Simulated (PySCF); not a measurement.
# C7H9N (Toluidine (Methylaniline)): the cost of one run

The runs use PySCF 2.14.0, with density-fitted response routines of our own; the level of theory stands in each step. All values are computed, except where a source is named. Atoms count from 0, in the outputs and in this text.

### 1 Starting geometry

17 atoms, charge 0, multiplicity 1; geometry from: GFN2-xTB. The atoms were then displaced at random by about 0.01 Å, so the start is not that level's minimum.

Bonds of the start (Å): C0–C1 1.48, C1–C2 1.37, C2–C3 1.44, C3–C4 1.37, C4–C5 1.39, C5–C6 1.38, C6–N7 1.39, C6–C1 1.41, C0–H8 1.12, C0–H9 1.07, C0–H10 1.11, C2–H11 1.07, C3–H12 1.03, C4–H13 1.07, C5–H14 1.07, N7–H15 1.01, N7–H16 1.01.

### 2 Geometry optimisation at PBE0-D3(BJ)/def2-TZVP

Job settings and geometry (Å):

```
{"job": {"xc": "PBE0", "basis": "def2-TZVP", "d3": "d3bj", "grid": 2, "shake": 0.01, "kind": "geom"}, "charge": 0, "multiplicity": 1}
C     -1.881310    -0.972780    -0.203720
C     -0.477990    -0.514350    -0.069630
C      0.539720    -1.434140    -0.111530
C      1.915940    -1.042180     0.028570
C      2.181670     0.286950     0.199610
C      1.166590     1.235500     0.242490
C     -0.152480     0.845750     0.105430
N     -1.152710     1.799910     0.206550
H     -2.489490    -0.618020     0.671540
H     -1.965190    -2.032490    -0.269770
H     -2.362350    -0.525860    -1.098200
H      0.328570    -2.477210    -0.230300
H      2.641590    -1.772200    -0.009990
H      3.194670     0.613930     0.324860
H      1.398160     2.267160     0.383720
H     -2.033230     1.590750    -0.248830
H     -0.868670     2.761090     0.089360
```

Run with:

```console
$ OMP_NUM_THREADS=2 python probes_run.py task.json out
```

The driver reads the jobs from task.json and runs them one after another.

**Question.** How long does this first job take on 2 threads of Intel Xeon at 2.50GHz, shared host, and how much memory does it need?

About 12 min, with a peak of 1.9 GiB.
